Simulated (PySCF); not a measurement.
# SiAs: from the state search to spectroscopic constants

An exercise on one series of results from a longer session: the logs are not shown, and one member is left open.

Computed with PySCF 2.14.0. Level: Si x2c-TZVPPall, As x2c-TZVPPall, spin-free X2C with a Gaussian nucleus.

The first run:

The job is set up so:

```yaml
atoms: Si, As
charge: 0
basis: Si x2c-TZVPPall, As x2c-TZVPPall
Hamiltonian: spin-free X2C with a Gaussian nucleus
basis_functions: 90
electrons_treated: 47
masses_in_u: 27.9769, 74.9216
levels: PBE0, PBE, r²SCAN, B97-3, M06-2X, PBEsol, M06-L, HSE06, HF, MP2, SCS-MP2, CCSD, CCSD(T)
grid: 80 radial by 434 angular points
occupations: held fixed by the projection of orbital angular momentum
dissociation_limit: Si + As, each in its ground configuration
starting_distance_in_angstrom: 2.290
values_of_2S_to_try: 1, 3, 5
```

Started as:

```bash
OMP_NUM_THREADS=1 python dia.py task.json out
```

Steps of the session up to this table: Input; PBE0 along the bond; Excited determinants; PBE (GGA); r²SCAN (meta-GGA); B97-3; M06-2X (hybrid meta-GGA); PBEsol (GGA); M06-L; HSE06 (range-separated hybrid); ROHF (mean field); MP2 and coupled cluster.

One of the session's tables, all rows but one given; the rest of the session is left out.

It belongs to the step «The curves together». Energy (eV) from each level's lowest point:

```
R (Å)   ROHF  ROHF-MP2  ROHF-SCS-MP2  ROHF-CCSD  ROHF-CCSD(T)
1.870  1.255     1.373         1.382        n/a           n/a
1.957  0.518     0.617         0.622      0.609         0.664
2.044  0.130     0.197         0.200      0.191         0.226
2.109  0.010     0.046         0.047      0.042         0.060
2.174  0.000     0.000         0.000      0.000         0.000
2.239      ?         ?             ?          ?             ?
2.326  0.276     0.179         0.176      0.187         0.138
2.435  0.634     0.464         0.455      0.470         0.384
2.565  1.153     0.894         0.875      0.888         0.753
2.739  1.903     1.526         1.492        n/a           n/a
```

Q: Estimate the row for R (Å) = 2.239 from the others.

Worked estimate for «ROHF». A straight line through the neighbours (2.174, 0.000) and (2.326, 0.276) gives 0.000 + (0.276 − 0.000) × (2.239 − 2.174) / (2.326 − 2.174) = 0.118; a parabola fitted to 4 rows on both sides gives 0.084.

**Answer.** ROHF: 0.076; ROHF-MP2: 0.036; ROHF-SCS-MP2: 0.035; ROHF-CCSD: 0.040; ROHF-CCSD(T): 0.020. In «ROHF» the line misses by +0.042 and the parabola by +0.008.
